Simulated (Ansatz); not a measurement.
# CuF3HOP: a ladder of functionals and wavefunction methods

The task here is to estimate one member of a computed series from the others.

Computed with Ansatz 0.2.0, Gaussian basis. Level: functionals in def2-TZVPP, the program's frozen cores in correlated methods.

Levels to be run: LDA (SPW92), PBE-D4, revPBE-D4, BLYP-D4, r2SCAN-D4, B97M-V, PBE0-D4, B3LYP-D4, r2SCANh-D4, r2SCAN0-D4, HSE06-D4, BHLYP-D4, CAM-B3LYP-D4, LC-ωPBE, ωB97X-V, ωB97M-V, B2PLYP, PBE-QIDH; CCSD(T)/def2-SVP; CCSD(T)/def2-TZVPP; MP2/def2-QZVPP; extrapolation to the limit; RPA on PBE.

## The relaxed structure

All runs share one geometry, relaxed beforehand with PBE0-D4 in a triple-zeta def2 set.

SMILES `[OH][Cu-][P+](F)(F)F`, 7 atoms, charge 0, spin multiplicity 1.

Atoms are counted from 1 here; the program's logs count them from 0.

Bond lengths: O1–Cu2 1.772 Å, O1–H7 0.958 Å, Cu2–P3 2.093 Å, P3–F4 1.549 Å, P3–F5 1.549 Å, P3–F6 1.549 Å. Angles: Cu2–O1–H7 116.3°, O1–Cu2–P3 177.1°, Cu2–P3–F4 117.3°, Cu2–P3–F5 118.8°, Cu2–P3–F6 118.8°, F4–P3–F5 99.4°, F4–P3–F6 99.5°, F5–P3–F6 99.2°.

The first run:

File in.yaml:

```yaml
crystal:
  periodic: [false, false, false]
  atoms:
    - {symbol: O, position_ang: [1.274227, -2.383387, 0.251408]}
    - {symbol: Cu, position_ang: [0.469035, -0.812453, 0.099524]}
    - {symbol: P, position_ang: [-0.395592, 1.088311, -0.036765]}
    - {symbol: F, position_ang: [-1.848302, 1.171352, -0.566827]}
    - {symbol: F, position_ang: [0.268964, 2.147690, -0.950833]}
    - {symbol: F, position_ang: [-0.545520, 1.933939, 1.252242]}
    - {symbol: H, position_ang: [0.777199, -3.145453, -0.048749]}
basis:
  gaussian: {orbitals: def2-TZVPP}
hamiltonian: {xc: lda}
output: {orbitals: {seedname: orbitals}}
```

Among the steps run: LDA; PBE-D4 (GGA); revPBE-D4 (GGA); BLYP-D4 (GGA); r2SCAN-D4 (meta-GGA); B97M-V (meta-GGA); PBE0-D4 (hybrid); B3LYP-D4 (hybrid); r2SCANh-D4 (hybrid); r2SCAN0-D4 (hybrid); HSE06-D4 (hybrid); BHLYP-D4 (hybrid); CAM-B3LYP-D4 (range-separated); LC-ωPBE (range-separated); ωB97X-V (range-separated); ωB97M-V (range-separated); B2PLYP (double hybrid); PBE-QIDH (double hybrid).

One table of the session follows, with a row left open; its other results are not shown here.

It belongs to the step «Frontier levels by functional». 

| functional | HOMO (eV) | LUMO (eV) | gap (eV) |
| --- | --- | --- | --- |
| LDA (SPW92) | -5.98 | -2.67 | 3.31 |
| PBE-D4 | -5.71 | -2.36 | 3.35 |
| revPBE-D4 | -5.60 | -2.24 | 3.37 |
| BLYP-D4 | -5.60 | -2.25 | 3.36 |
| r2SCAN-D4 | -5.93 | -2.21 | 3.72 |
| B97M-V | -5.91 | -2.22 | 3.69 |
| PBE0-D4 | -7.04 | -1.54 | 5.51 |
| B3LYP-D4 | -6.84 | -1.77 | 5.07 |
| r2SCANh-D4 | -6.45 | -1.90 | 4.54 |
| r2SCAN0-D4 | -7.24 | -1.45 | 5.79 |
| HSE06-D4 | ? | ? | ? |
| BHLYP-D4 | -8.40 | -0.65 | 7.75 |
| CAM-B3LYP-D4 | -8.51 | -0.49 | 8.02 |
| LC-ωPBE | -9.85 | 0.73 | 10.58 |
| ωB97X-V | -9.48 | 0.62 | 10.10 |
| ωB97M-V | -9.46 | 0.47 | 9.93 |

Q: Estimate the row for HSE06-D4 from the others.

The run gave: HOMO (eV): -6.63; LUMO (eV): -1.91; gap (eV): 4.72. In the column «HOMO (eV)» it lies between B3LYP-D4 (-6.84) and r2SCANh-D4 (-6.45).
